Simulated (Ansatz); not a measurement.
# AlFH4O3 + H2O: a complex and its separated parts, part 2 of 3

Ansatz 0.2.0, Gaussian basis.

### 4 SPW92/def2-TZVPP

The input, parta/in.yaml:

```yaml
crystal:
  periodic: [false, false, false]
  atoms:
    - {symbol: Al, position_ang: [-0.664440, -0.335487, 0.905780]}
    - {symbol: O, position_ang: [1.124082, -0.577212, 0.179770]}
    - {symbol: O, position_ang: [-1.080458, 0.792614, -0.314995]}
    - {symbol: O, position_ang: [-1.044767, -1.995385, 0.716033]}
    - {symbol: F, position_ang: [-0.563003, 0.239345, 2.459551]}
    - {symbol: H, position_ang: [1.161497, -0.033048, -0.618698]}
    - {symbol: H, position_ang: [1.183838, -1.507422, -0.077281]}
    - {symbol: H, position_ang: [-1.595948, 1.577866, -0.149253]}
    - {symbol: H, position_ang: [-1.529564, -2.497627, 1.366151]}
basis:
  gaussian: {orbitals: def2-TZVPP}
hamiltonian: {xc: lda}
```

The input, partb/in.yaml:

```yaml
crystal:
  periodic: [false, false, false]
  atoms:
    - {symbol: H, position_ang: [1.612459, 1.940831, -1.519721]}
    - {symbol: O, position_ang: [1.141162, 1.113308, -1.637537]}
    - {symbol: H, position_ang: [0.255243, 1.282216, -1.309799]}
basis:
  gaussian: {orbitals: def2-TZVPP}
hamiltonian: {xc: lda}
```

Each run has its own folder and the same command.

The run is started by

```console
$ ansatz run in.yaml --threads 8 --pin off --events-out ev --progress --plain --max-ram 19148MiB
```

parta printed, cut to the lines that bear on the results:

```text
Functional definition: SPW92
  name "SPW92"
  cite "Dirac, Proc. Camb. Phil. Soc. 26, 376 (1930) doi:10.1017/S0305004100016108"
  cite "Slater, Phys. Rev. 81, 385 (1951) doi:10.1103/PhysRev.81.385"
  cite "Perdew & Wang, Phys. Rev. B 45, 13244 (1992) doi:10.1103/PhysRevB.45.13244"
[...]
1114 factors; their error is unknown
[...]
mean field -15440.69821334 eV, -567.4351932591 hartree, gradient 2.3e-5 eV, S^2 0.000000; 0 other end points of the search recorded, 0 dependent functions left out
reference -15440.69825496 eV, -567.4351947885 hartree; 25, 25 occupied and 197, 197 virtual orbitals, 1114 factors
Total energy: -15440.69825496 eV, -567.4351947885 hartree
```

partb printed, cut to the lines that bear on the results:

```text
[... 5 set-up lines as earlier in the session ...]
[...]
269 factors; their error is unknown
[...]
mean field -2065.39694529 eV, -75.9019377629 hartree, gradient 5.3e-5 eV, S^2 0.000000; 0 other end points of the search recorded, 0 dependent functions left out
reference -2065.39696412 eV, -75.9019384550 hartree; 5, 5 occupied and 54, 54 virtual orbitals, 269 factors
Total energy: -2065.39696412 eV, -75.9019384550 hartree
```

They took 0.55 s (parta), 0.1 s (partb) on 8 threads of Arm Neoverse V2, shared host.

### 5 PBE-D4/def2-TZVPP

Each input of step 4 (parta, partb) changes in the same lines:

```diff
-hamiltonian: {xc: lda}
+hamiltonian: {xc: pbe, dispersion: d4}
```

The same command starts each run, in its folder.

The run is started by

```console
$ ansatz run in.yaml --threads 8 --pin off --events-out ev --progress --plain --max-ram 19148MiB
```

parta printed, cut to the lines that bear on the results:

```text
Functional definition: PBE
  name "PBE"
[... 2 set-up lines as earlier in the session ...]
[...]
1114 factors; their error is unknown
[...]
mean field -15517.86751105 eV, -570.2711126428 hartree, gradient 3.3e-5 eV, S^2 0.000000; 0 other end points of the search recorded, 0 dependent functions left out
reference -15517.86755610 eV, -570.2711142982 hartree; 25, 25 occupied and 197, 197 virtual orbitals, 1114 factors
Total energy: -15518.01145402 eV, -570.2764024493 hartree
```

partb printed, cut to the lines that bear on the results:

```text
[... 4 set-up lines as earlier in the session ...]
[...]
269 factors; their error is unknown
[...]
mean field -2078.40757196 eV, -76.3800694743 hartree, gradient 4.4e-5 eV, S^2 0.000000; 0 other end points of the search recorded, 0 dependent functions left out
reference -2078.40759243 eV, -76.3800702267 hartree; 5, 5 occupied and 54, 54 virtual orbitals, 269 factors
Total energy: -2078.41290950 eV, -76.3802656253 hartree
```

They took 0.75 s (parta), 0.1 s (partb) on 8 threads of Arm Neoverse V2, shared host.

### 6 BLYP-D4/def2-TZVPP

The same edit goes into each in.yaml of step 5 (parta, partb):

```diff
-hamiltonian: {xc: pbe, dispersion: d4}
+hamiltonian: {xc: {name: BLYP}, dispersion: d4}
```

One command serves all of them, each in its own folder.

The run is started by

```console
$ ansatz run in.yaml --threads 8 --pin off --events-out ev --progress --plain --max-ram 19148MiB
```

parta printed, cut to the lines that bear on the results:

```text
Functional definition: BLYP
  name "BLYP"
  cite "Becke, Phys. Rev. A 38, 3098 (1988) doi:10.1103/PhysRevA.38.3098"
  cite "Lee, Yang & Parr, Phys. Rev. B 37, 785 (1988) doi:10.1103/PhysRevB.37.785"
[...]
1114 factors; their error is unknown
[...]
mean field -15529.72288634 eV, -570.7067896486 hartree, gradient 1.7e-5 eV, S^2 0.000000; 0 other end points of the search recorded, 0 dependent functions left out
reference -15529.72322991 eV, -570.7068022747 hartree; 25, 25 occupied and 197, 197 virtual orbitals, 1114 factors
Total energy: -15530.04075365 eV, -570.7184710570 hartree
```

Log of partb, cut to the lines that bear on the results:

```text
[... 4 set-up lines as earlier in the session ...]
[...]
269 factors; their error is unknown
[...]
mean field -2080.27678672 eV, -76.4487618498 hartree, gradient 8.6e-5 eV, S^2 0.000000; 0 other end points of the search recorded, 0 dependent functions left out
reference -2080.27697627 eV, -76.4487688156 hartree; 5, 5 occupied and 54, 54 virtual orbitals, 269 factors
Total energy: -2080.28981872 eV, -76.4492407668 hartree
```

Times: 0.8 s (parta), 0.15 s (partb) on 8 threads of Arm Neoverse V2, shared host.

### 7 r2SCAN-D4/def2-TZVPP

Each input of step 6 (parta, partb) changes in the same lines:

```diff
-hamiltonian: {xc: {name: BLYP}, dispersion: d4}
+hamiltonian: {xc: r2scan, dispersion: d4}
```

One command serves all of them, each in its own folder.

The run is started by

```console
$ ansatz run in.yaml --threads 8 --pin off --events-out ev --progress --plain --max-ram 19148MiB
```

parta printed, cut to the lines that bear on the results:

```text
Functional definition: r2SCAN
  name "r2SCAN"
  cite "Furness, Kaplan, Ning, Perdew & Sun, J. Phys. Chem. Lett. 11, 8208 (2020) doi:10.1021/acs.jpclett.0c02405"
  cite "Furness, Kaplan, Ning, Perdew & Sun, J. Phys. Chem. Lett. 11, 9248 (2020) doi:10.1021/acs.jpclett.0c03077"
  parent r2scan
[...]
1114 factors; their error is unknown
[...]
mean field -15526.14744729 eV, -570.5753946872 hartree, gradient 2.1e-5 eV, S^2 0.000000; 0 other end points of the search recorded, 0 dependent functions left out
reference -15526.14746033 eV, -570.5753951664 hartree; 25, 25 occupied and 197, 197 virtual orbitals, 1114 factors
Total energy: -15526.18244061 eV, -570.5766806681 hartree
```

Output in partb, cut to the lines that bear on the results:

```text
[... 5 set-up lines as earlier in the session ...]
[...]
269 factors; their error is unknown
[...]
mean field -2079.58114834 eV, -76.4231976107 hartree, gradient 8.5e-5 eV, S^2 0.000000; 0 other end points of the search recorded, 0 dependent functions left out
reference -2079.58115354 eV, -76.4231978019 hartree; 5, 5 occupied and 54, 54 virtual orbitals, 269 factors
Total energy: -2079.58242607 eV, -76.4232445665 hartree
```

They took 1.5 s (parta), 0.35 s (partb) on 8 threads of Arm Neoverse V2, shared host.

### 8 B97M-V/def2-TZVPP

The same edit goes into each in.yaml of step 7 (parta, partb):

```diff
-hamiltonian: {xc: r2scan, dispersion: d4}
+hamiltonian: {xc: {name: B97M-V}}
```

The same command starts each run, in its folder.

The run is started by

```console
$ ansatz run in.yaml --threads 8 --pin off --events-out ev --progress --plain --max-ram 19148MiB
```

Output in parta, cut to the lines that bear on the results:

```text
Functional definition: B97M-V
  name "B97M-V"
  cite "Mardirossian & Head-Gordon, J. Chem. Phys. 142, 074111 (2015) doi:10.1063/1.4907719"
  cite "Becke, J. Chem. Phys. 107, 8554 (1997) doi:10.1063/1.475007"
  cite "Vydrov & Van Voorhis, J. Chem. Phys. 133, 244103 (2010) doi:10.1063/1.3521275"
  # Of w^i u^j: cxij and so on, Table III.
[...]
  gx(w, u) = cx00 + cx01*u + cx02*u^2 + (cx10 + cx11*u)*w
[...]
  gos(w, u) = cos00 + cos01*u + cos03*u^3 + cos10*w + cos32*w^3*u^2
[...]
      + integral(e_c_pw_mod_opposite_spin*gos(b97_w_opposite, b97_u_opposite)) + vv10(b, c)
1114 factors; their error is unknown
[...]
mean field -15526.30621954 eV, -570.5812294596 hartree, gradient 3.4e-5 eV, S^2 0.000000; 0 other end points of the search recorded, 0 dependent functions left out
reference -15526.30628313 eV, -570.5812317966 hartree; 25, 25 occupied and 197, 197 virtual orbitals, 1114 factors
Total energy: -15526.30628313 eV, -570.5812317966 hartree
```

Output in partb, cut to the lines that bear on the results:

```text
[... 5 set-up lines as earlier in the session ...]
  # Of w^i u^j: cxij and so on, Table III.
[...]
  gx(w, u) = cx00 + cx01*u + cx02*u^2 + (cx10 + cx11*u)*w
[...]
  gos(w, u) = cos00 + cos01*u + cos03*u^3 + cos10*w + cos32*w^3*u^2
[...]
      + integral(e_c_pw_mod_opposite_spin*gos(b97_w_opposite, b97_u_opposite)) + vv10(b, c)
269 factors; their error is unknown
[...]
mean field -2079.93551407 eV, -76.4362203113 hartree, gradient 2.9e-5 eV, S^2 0.000000; 0 other end points of the search recorded, 0 dependent functions left out
reference -2079.93554089 eV, -76.4362212967 hartree; 5, 5 occupied and 54, 54 virtual orbitals, 269 factors
Total energy: -2079.93554089 eV, -76.4362212967 hartree
```

Times: 3 s (parta), 0.25 s (partb) on 8 threads of Arm Neoverse V2, shared host.

### 9 PBE0-D4/def2-TZVPP

Each input of step 8 (parta, partb) changes in the same lines:

```diff
-hamiltonian: {xc: {name: B97M-V}}
+hamiltonian: {xc: pbe0, dispersion: d4}
+output: {orbitals: {seedname: orbitals}}
```

The same command starts each run, in its folder.

The run is started by

```console
$ ansatz run in.yaml --threads 8 --pin off --events-out ev --progress --plain --max-ram 19148MiB
```

parta printed, cut to the lines that bear on the results:

```text
[... 5 set-up lines as earlier in the session ...]
[...]
1145 factors; their error is unknown
[...]
mean field -15518.52070517 eV, -570.2951170839 hartree, gradient 4.0e-5 eV, S^2 0.000000; 0 other end points of the search recorded, 0 dependent functions left out
reference -15518.52073701 eV, -570.2951182540 hartree; 25, 25 occupied and 197, 197 virtual orbitals, 1145 factors
Total energy: -15518.64152638 eV, -570.2995571815 hartree
```

Output in partb, cut to the lines that bear on the results:

```text
[... 5 set-up lines as earlier in the session ...]
[...]
269 factors; their error is unknown
[...]
mean field -2078.42782086 eV, -76.3808136074 hartree, gradient 1.2e-5 eV, S^2 0.000000; 0 other end points of the search recorded, 0 dependent functions left out
reference -2078.42783536 eV, -76.3808141404 hartree; 5, 5 occupied and 54, 54 virtual orbitals, 269 factors
Total energy: -2078.43209119 eV, -76.3809705395 hartree
```

Wall times: 1.1 s (parta), 0.1 s (partb) on 8 threads of Arm Neoverse V2, shared host.

### 10 B3LYP-D4/def2-TZVPP

Each input of step 9 (parta, partb) changes in the same lines:

```diff
-hamiltonian: {xc: pbe0, dispersion: d4}
-output: {orbitals: {seedname: orbitals}}
+hamiltonian: {xc: {name: B3LYP}, dispersion: d4}
```

One command serves all of them, each in its own folder.

The run is started by

```console
$ ansatz run in.yaml --threads 8 --pin off --events-out ev --progress --plain --max-ram 19148MiB
```

parta printed, cut to the lines that bear on the results:

```text
Functional definition: B3LYP
  name "B3LYP"
  cite "Stephens, Devlin, Chabalowski & Frisch, J. Phys. Chem. 98, 11623 (1994) doi:10.1021/j100096a001"
[... 2 set-up lines as earlier in the session ...]
  cite "Vosko, Wilk & Nusair, Can. J. Phys. 58, 1200 (1980) doi:10.1139/p80-159"
[...]
1138 factors; their error is unknown
[...]
mean field -15531.60904648 eV, -570.7761047554 hartree, gradient 1.2e-5 eV, S^2 0.000000; 0 other end points of the search recorded, 0 dependent functions left out
reference -15531.60929793 eV, -570.7761139959 hartree; 25, 25 occupied and 197, 197 virtual orbitals, 1138 factors
Total energy: -15531.84070459 eV, -570.7846180340 hartree
```

Log of partb, cut to the lines that bear on the results:

```text
[... 6 set-up lines as earlier in the session ...]
[...]
269 factors; their error is unknown
[...]
mean field -2080.76396000 eV, -76.4666651375 hartree, gradient 1.1e-5 eV, S^2 0.000000; 0 other end points of the search recorded, 0 dependent functions left out
reference -2080.76409836 eV, -76.4666702222 hartree; 5, 5 occupied and 54, 54 virtual orbitals, 269 factors
Total energy: -2080.77252444 eV, -76.4669798748 hartree
```

They took 0.95 s (parta), 0.15 s (partb) on 8 threads of Arm Neoverse V2, shared host.

### 11 r2SCAN0-D4/def2-TZVPP

The same edit goes into each in.yaml of step 10 (parta, partb):

```diff
-hamiltonian: {xc: {name: B3LYP}, dispersion: d4}
+hamiltonian: {xc: {name: r2SCAN0}, dispersion: d4}
```

One command serves all of them, each in its own folder.

The run is started by

```console
$ ansatz run in.yaml --threads 8 --pin off --events-out ev --progress --plain --max-ram 19148MiB
```

Output in parta, cut to the lines that bear on the results:

```text
Functional definition: r2SCAN0
  name "r2SCAN0"
  cite "Bursch, Neugebauer, Ehlert & Grimme, J. Chem. Phys. 156, 134105 (2022) doi:10.1063/5.0086040"
[... 3 set-up lines as earlier in the session ...]
[...]
1145 factors; their error is unknown
[...]
mean field -15524.73036868 eV, -570.5233180089 hartree, gradient 1.6e-5 eV, S^2 0.000000; 0 other end points of the search recorded, 0 dependent functions left out
reference -15524.73037879 eV, -570.5233183802 hartree; 25, 25 occupied and 197, 197 virtual orbitals, 1145 factors
Total energy: -15524.77112467 eV, -570.5248157639 hartree
```

partb printed, cut to the lines that bear on the results:

```text
[... 6 set-up lines as earlier in the session ...]
[...]
269 factors; their error is unknown
[...]
mean field -2079.27470593 eV, -76.4119360601 hartree, gradient 2.0e-5 eV, S^2 0.000000; 0 other end points of the search recorded, 0 dependent functions left out
reference -2079.27471004 eV, -76.4119362108 hartree; 5, 5 occupied and 54, 54 virtual orbitals, 269 factors
Total energy: -2079.27611419 eV, -76.4119878125 hartree
```

Times: 1.7 s (parta), 0.35 s (partb) on 8 threads of Arm Neoverse V2, shared host.

### 12 BHLYP-D4/def2-TZVPP

Each input of step 11 (parta, partb) changes in the same lines:

```diff
-hamiltonian: {xc: {name: r2SCAN0}, dispersion: d4}
+hamiltonian: {xc: {name: BHLYP}, dispersion: d4}
```

The same command starts each run, in its folder.

The run is started by

```console
$ ansatz run in.yaml --threads 8 --pin off --events-out ev --progress --plain --max-ram 19148MiB
```

Log of parta, cut to the lines that bear on the results:

```text
Functional definition: BHLYP
  name "BHLYP"
  cite "Becke, J. Chem. Phys. 98, 1372 (1993) doi:10.1063/1.464304"
[... 2 set-up lines as earlier in the session ...]
[...]
1247 factors; their error is unknown
[...]
mean field -15527.04310249 eV, -570.6083094085 hartree, gradient 4.1e-5 eV, S^2 0.000000; 0 other end points of the search recorded, 0 dependent functions left out
reference -15527.04326573 eV, -570.6083154075 hartree; 25, 25 occupied and 197, 197 virtual orbitals, 1247 factors
Total energy: -15527.21601031 eV, -570.6146636540 hartree
```

Output in partb, cut to the lines that bear on the results:

```text
[... 5 set-up lines as earlier in the session ...]
[...]
295 factors; their error is unknown
[...]
mean field -2079.57890600 eV, -76.4231152062 hartree, gradient 2.0e-5 eV, S^2 0.000000; 0 other end points of the search recorded, 0 dependent functions left out
reference -2079.57899679 eV, -76.4231185428 hartree; 5, 5 occupied and 54, 54 virtual orbitals, 295 factors
Total energy: -2079.58394861 eV, -76.4233005189 hartree
```

Times: 1 s (parta), 0.15 s (partb) on 8 threads of Arm Neoverse V2, shared host.

### 13 CAM-B3LYP-D4/def2-TZVPP

Each input of step 12 (parta, partb) changes in the same lines:

```diff
-hamiltonian: {xc: {name: BHLYP}, dispersion: d4}
+hamiltonian: {xc: {name: CAM-B3LYP}, dispersion: d4}
```

Each run has its own folder and the same command.

The run is started by

```console
$ ansatz run in.yaml --threads 8 --pin off --events-out ev --progress --plain --max-ram 19148MiB
```

parta printed, cut to the lines that bear on the results:

```text
Functional definition: CAM-B3LYP
  name "CAM-B3LYP"
  cite "Yanai, Tew & Handy, Chem. Phys. Lett. 393, 51 (2004) doi:10.1016/j.cplett.2004.06.011"
  cite "Iikura, Tsuneda, Yanai & Hirao, J. Chem. Phys. 115, 3540 (2001) doi:10.1063/1.1383587"
[... 2 set-up lines as earlier in the session ...]
[...]
  # Exact exchange under (alpha + beta erf(omega r))/r, Becke's under what is left of 1/r.
[...]
1133 factors; their error is unknown
273 factors; integrals over basis functions are off by at most 9.7e-6 eV
[...]
mean field -15528.74258610 eV, -570.6707642792 hartree, gradient 6.2e-5 eV, S^2 0.000000; 0 other end points of the search recorded, 0 dependent functions left out
reference -15528.74270802 eV, -570.6707687599 hartree; 25, 25 occupied and 197, 197 virtual orbitals, 1133 factors
Total energy: -15528.86431770 eV, -570.6752378330 hartree
```

partb printed, cut to the lines that bear on the results:

```text
[... 6 set-up lines as earlier in the session ...]
[...]
  # Exact exchange under (alpha + beta erf(omega r))/r, Becke's under what is left of 1/r.
[...]
269 factors; their error is unknown
72 factors; integrals over basis functions are off by at most 1.6e-5 eV
[...]
mean field -2079.99968510 eV, -76.4385785528 hartree, gradient 1.1e-5 eV, S^2 0.000000; 0 other end points of the search recorded, 0 dependent functions left out
reference -2079.99975253 eV, -76.4385810309 hartree; 5, 5 occupied and 54, 54 virtual orbitals, 269 factors
Total energy: -2080.00381849 eV, -76.4387304524 hartree
```

Wall times: 1.1 s (parta), 0.15 s (partb) on 8 threads of Arm Neoverse V2, shared host.

### 14 wB97X-V/def2-TZVPP

Each input of step 13 (parta, partb) changes in the same lines:

```diff
-hamiltonian: {xc: {name: CAM-B3LYP}, dispersion: d4}
+hamiltonian: {xc: {name: wB97X-V}}
```

Each run has its own folder and the same command.

The run is started by

```console
$ ansatz run in.yaml --threads 8 --pin off --events-out ev --progress --plain --max-ram 19148MiB
```

parta printed, cut to the lines that bear on the results:

```text
Functional definition: wB97X-V
  name "wB97X-V"
  cite "Mardirossian & Head-Gordon, Phys. Chem. Chem. Phys. 16, 9904 (2014) doi:10.1039/C3CP54374A"
[... 2 set-up lines as earlier in the session ...]
[...]
      + integral(e_c_pw_opposite_spin*poly(b97_u_opposite, cos0, cos1)) + vv10(b, c)
1133 factors; their error is unknown
255 factors; integrals over basis functions are off by at most 6.4e-6 eV
[...]
mean field -15526.69429308 eV, -570.5954908991 hartree, gradient 6.8e-5 eV, S^2 0.000000; 0 other end points of the search recorded, 0 dependent functions left out
reference -15526.69429100 eV, -570.5954908229 hartree; 25, 25 occupied and 197, 197 virtual orbitals, 1133 factors
Total energy: -15526.69429100 eV, -570.5954908229 hartree
```

Log of partb, cut to the lines that bear on the results:

```text
[... 5 set-up lines as earlier in the session ...]
[...]
      + integral(e_c_pw_opposite_spin*poly(b97_u_opposite, cos0, cos1)) + vv10(b, c)
269 factors; their error is unknown
69 factors; integrals over basis functions are off by at most 2.2e-5 eV
[...]
mean field -2079.88767215 eV, -76.4344621530 hartree, gradient 2.2e-5 eV, S^2 0.000000; 0 other end points of the search recorded, 0 dependent functions left out
reference -2079.88767125 eV, -76.4344621201 hartree; 5, 5 occupied and 54, 54 virtual orbitals, 269 factors
Total energy: -2079.88767125 eV, -76.4344621201 hartree
```

They took 2.6 s (parta), 0.25 s (partb) on 8 threads of Arm Neoverse V2, shared host.

### 15 wB97M-V/def2-TZVPP

The same edit goes into each in.yaml of step 14 (parta, partb):

```diff
-hamiltonian: {xc: {name: wB97X-V}}
+hamiltonian: {xc: {name: wB97M-V}}
```

The same command starts each run, in its folder.

The run is started by

```console
$ ansatz run in.yaml --threads 8 --pin off --events-out ev --progress --plain --max-ram 19148MiB
```

Output in parta, cut to the lines that bear on the results:

```text
Functional definition: wB97M-V
  name "wB97M-V"
  cite "Mardirossian & Head-Gordon, J. Chem. Phys. 144, 214110 (2016) doi:10.1063/1.4952647"
[... 2 set-up lines as earlier in the session ...]
  # Of w^i u^j: cxij and so on, Table III.
[...]
  gx(w, u) = 1 - cx + cx01*u + cx10*w
[...]
      + integral(e_c_pw_mod_opposite_spin*gos(b97_w_opposite, b97_u_opposite)) + vv10(b, c)
1117 factors; their error is unknown
255 factors; integrals over basis functions are off by at most 6.4e-6 eV
[...]
mean field -15528.02294751 eV, -570.6443180490 hartree, gradient 5.8e-5 eV, S^2 0.000000; 0 other end points of the search recorded, 0 dependent functions left out
reference -15528.02299859 eV, -570.6443199261 hartree; 25, 25 occupied and 197, 197 virtual orbitals, 1117 factors
Total energy: -15528.02299859 eV, -570.6443199261 hartree
```

Log of partb, cut to the lines that bear on the results:

```text
[... 5 set-up lines as earlier in the session ...]
  # Of w^i u^j: cxij and so on, Table III.
[...]
  gx(w, u) = 1 - cx + cx01*u + cx10*w
[...]
      + integral(e_c_pw_mod_opposite_spin*gos(b97_w_opposite, b97_u_opposite)) + vv10(b, c)
269 factors; their error is unknown
69 factors; integrals over basis functions are off by at most 2.2e-5 eV
[...]
mean field -2079.85938242 eV, -76.4334225245 hartree, gradient 2.9e-5 eV, S^2 0.000000; 0 other end points of the search recorded, 0 dependent functions left out
reference -2079.85940443 eV, -76.4334233334 hartree; 5, 5 occupied and 54, 54 virtual orbitals, 269 factors
Total energy: -2079.85940443 eV, -76.4334233334 hartree
```

They took 3 s (parta), 0.25 s (partb) on 8 threads of Arm Neoverse V2, shared host.

(Continued in part 3 of 3.)
